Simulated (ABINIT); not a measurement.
# NaB3: single point with LDA

The system is NaB3.

```
Na B
1.0
     3.31976    0.00000    0.00000
    -1.65988    2.87500    0.00000
     0.00000    0.00000    4.36925
Na B
1 3
Direct
  0.00000 0.00000 0.85909
  0.79956 0.20044 0.46547
  0.79956 0.59913 0.46547
  0.40087 0.20044 0.46547
```

The cell was built by a generator and needn't be a form met in nature.

```yaml
Program: ABINIT 10.8.3 (patched build)
Task: single point
Functional: LDA
Potentials_or_basis: PseudoDojo NC SR LDA v0.4.1 standard
Cutoff: 1197 eV
k_mesh: 7 × 7 × 4
Occupations: fermi-dirac, width 0.05 eV
Spin: no spin polarisation
```

```json
{
 "Pressure": "57.5 GPa",
 "Largest force": "17.587 eV/Å",
 "Band gap on the k mesh": "none (metal or under the smearing width)",
 "Valence electrons inside the program's atomic spheres": "Na 8.07; B 3.41"
}
```

Forces in eV/Å, atoms in the order of the input:
```
Na    0.000   0.000   5.144
B    15.158  -8.751  -1.715
B     0.000  17.503  -1.715
B   -15.158  -8.751  -1.715
```

Stress tensor (GPa, compression positive):
```
72.49  0.00  0.00
 0.00 72.49  0.00
 0.00  0.00 27.57
```

Levels at points of the mesh, in eV from the Fermi level:
```
           k point  band 6  band 7  band 8  band 9  band 10  band 11  band 12  band 13
(0.00, 0.00, 0.00)   -7.61   -6.07   -1.98   -1.98    -0.27     3.89     3.89     7.37
(0.00, 0.00, 0.50)   -7.44   -7.38   -1.93   -1.93     2.96     3.92     3.92     6.93
```

It took 47 s on 1 thread of Arm Neoverse V1, on a shared host, peak memory 0.08 GiB.

Caveat: a pressure of tens of GPa on the cell as given is suspect, and the run, the potentials or the cell itself is likely at fault; forces of over 1 eV/Å show positions far from the minimum, so gaps and moduli don't describe the material at rest.
